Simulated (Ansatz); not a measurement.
# GeH₄OSe: trial inputs and their diagnosis

3 inputs were typed for GeH₄OSe. Each is run as it stands; the log then has to tell whether the result can be used.

Computed with Ansatz 0.2.0, Gaussian basis. Level: the settings change from run to run.

### 1 The relaxed structure

The geometry comes from an earlier relaxation with PBE0-D4 in a triple-zeta def2 set; it is a stationary point, not always the lowest conformer.

SMILES `[OH][GeH2][SeH]`, 7 atoms, charge 0, spin multiplicity 1.

Atoms are counted from 1 here; the program's logs count them from 0.

Bond lengths: O1–Ge2 1.777 Å, O1–H4 0.961 Å, Ge2–Se3 2.352 Å, Ge2–H5 1.530 Å, Ge2–H6 1.538 Å, Se3–H7 1.469 Å. Angles: Ge2–O1–H4 112.2°, O1–Ge2–Se3 110.9°, O1–Ge2–H5 103.9°, O1–Ge2–H6 111.2°, Se3–Ge2–H5 112.4°, Se3–Ge2–H6 104.8°, H5–Ge2–H6 113.7°, Ge2–Se3–H7 92.5°.

### 2 Input 1

in.yaml

```yaml
crystal:
  periodic: [false, false, false]
  atoms:
    - {symbol: O, position_ang: [-1.377466, -0.355559, -0.756099]}
    - {symbol: Ge, position_ang: [-0.164532, 0.561308, 0.163307]}
    - {symbol: Se, position_ang: [1.633956, -0.818875, 0.790591]}
    - {symbol: H, position_ang: [-1.597182, -1.189943, -0.334045]}
    - {symbol: H, position_ang: [0.260471, 1.674754, -0.796605]}
    - {symbol: H, position_ang: [-0.745516, 1.077811, 1.490541]}
    - {symbol: H, position_ang: [2.051568, -1.017497, -0.603389]}
basis:
  gaussian: {orbitals: 6-31G}
hamiltonian: {xc: {name: HF}}
correlation: {method: mp2, frozen_orbitals: {O: 9}}
output: {forces: true}
```

The run is started by

```sh
$ ansatz run in.yaml --threads 2 --pin off --events-out ev --progress --plain --max-ram 4352MiB
```

The log of the run:

```text
Functional definition: HF
  name "HF"
  cite "Fock, Z. Phys. 61, 126 (1930) doi:10.1007/BF01340294"
  parent pbe
  exchange = exact_x
  correlation = 0
Error: "frozen_orbitals" has no count for Ge
```

It took 0.05 s on 2 threads of Arm Neoverse V1, shared host.

**Diagnosis.** Refused before any calculation. Frozen orbitals are typed for one element alone, and the program wants a count for each. To mend it, leave frozen_orbitals out, or give every element a count that its core really has.

### 3 Input 2

in.yaml

```yaml
crystal:
  periodic: [false, false, false]
  atoms:
    - {symbol: O, position_ang: [-1.377466, -0.355559, -0.756099]}
    - {symbol: Ge, position_ang: [-0.164532, 0.561308, 0.163307]}
    - {symbol: Se, position_ang: [1.633956, -0.818875, 0.790591]}
    - {symbol: H, position_ang: [-1.597182, -1.189943, -0.334045]}
    - {symbol: H, position_ang: [0.260471, 1.674754, -0.796605]}
    - {symbol: H, position_ang: [-0.745516, 1.077811, 1.490541]}
    - {symbol: H, position_ang: [2.051568, -1.017497, -0.603389]}
basis:
  gaussian: {orbitals: cc-pVTZ, nuclear_model: gaussian}
hamiltonian: {xc: {name: HF}}
correlation: {active_space: {window: {electrons: 3, orbitals: 2}}}
```

The command is unchanged.

The log of the run:

```text
Functional definition: HF
  name "HF"
  cite "Fock, Z. Phys. 61, 126 (1930) doi:10.1007/BF01340294"
  parent pbe
  exchange = exact_x
  correlation = 0
1047 factors; integrals over basis functions are off by at most 9.2e-4 eV
mean field evaluation 1: about -123878.1164 eV, gradient 3.7e1 eV
mean field evaluation 2: about -123878.2431 eV, gradient 3.7e1 eV
mean field evaluation 4: about -123881.0674 eV, gradient 2.7e0 eV
mean field evaluation 8: about -123881.1062 eV, gradient 2.4e-1 eV
mean field -123881.10653136 eV, -4552.5466953978 hartree, gradient 1.6e-6 eV, S^2 0.000000; 0 other end points of the search recorded, 0 dependent functions left out
reference -123881.10653136 eV, -4552.5466953978 hartree; 39, 39 occupied and 133, 133 virtual orbitals, 1047 factors
Error: 3 electrons in 2 orbitals form no window around the highest filled level of the reference
```

Run time: 3.4 s. Hardware: 2 threads of Arm Neoverse V1, shared host.

Diagnosis: The run stopped with an error. The active space doesn't fit the electrons. To mend it, choose a window whose electrons and orbitals fit the reference.

### 4 Input 3

in.yaml

```yaml
crystal:
  periodic: [true, true, true]
  atoms:
    - {symbol: O, position_ang: [-1.377466, -0.355559, -0.756099]}
    - {symbol: Ge, position_ang: [-0.164532, 0.561308, 0.163307]}
    - {symbol: Se, position_ang: [1.633956, -0.818875, 0.790591]}
    - {symbol: H, position_ang: [-1.597182, -1.189943, -0.334045]}
    - {symbol: H, position_ang: [0.260471, 1.674754, -0.796605]}
    - {symbol: H, position_ang: [-0.745516, 1.077811, 1.490541]}
    - {symbol: H, position_ang: [2.051568, -1.017497, -0.603389]}
basis:
  gaussian: {orbitals: aug-pcseg-2}
magnetization: {spin_polarized: true, initial_magnetization: 0}
hamiltonian: {xc: {name: r2SCAN50}, dispersion: d3bj}
output: {forces: true}
```

The command is unchanged.

The log of the run:

```text
Error: YAML parse error: error: line 2 column 3: crystal: missing field `lattice` (a structure is typed as `lattice` and `atoms`, a molecule's as `atoms` in Å alone, or read from a run's directory, `checkpoint`)
 --> <input>:2:3
  |
1 | crystal:
2 |   periodic: [true, true, true]
  |   ^ crystal: missing field `lattice` (a structure is typed as `lattice` and `atoms`, a molecule's as `atoms` in Å alone, or read from a run's directory, `checkpoint`)
3 |   atoms:
4 |     - {symbol: O, position_ang: [-1.377466, -0.355559, -0.756099]}
  |
```

Wall time 0.05 s (2 threads of Arm Neoverse V1, shared host).

What is wrong: Refused before any calculation. The molecule is marked periodic without a cell. Fix: set periodic to false, or give a lattice.

### 5 Summary

```
input                 level                ended                                                                                    cause    time
    1             MP2/6-31G              refused  frozen orbitals are typed for one element alone, and the program wants a count for each  0.05 s
    2            HF/cc-pVTZ  stopped by an error                                               the active space doesn't fit the electrons   3.4 s
    3  r2SCAN50/aug-pcseg-2              refused                                           the molecule is marked periodic without a cell  0.05 s
```

In words: 2 refused, 1 stopped by an error. A refusal costs next to no computing time.
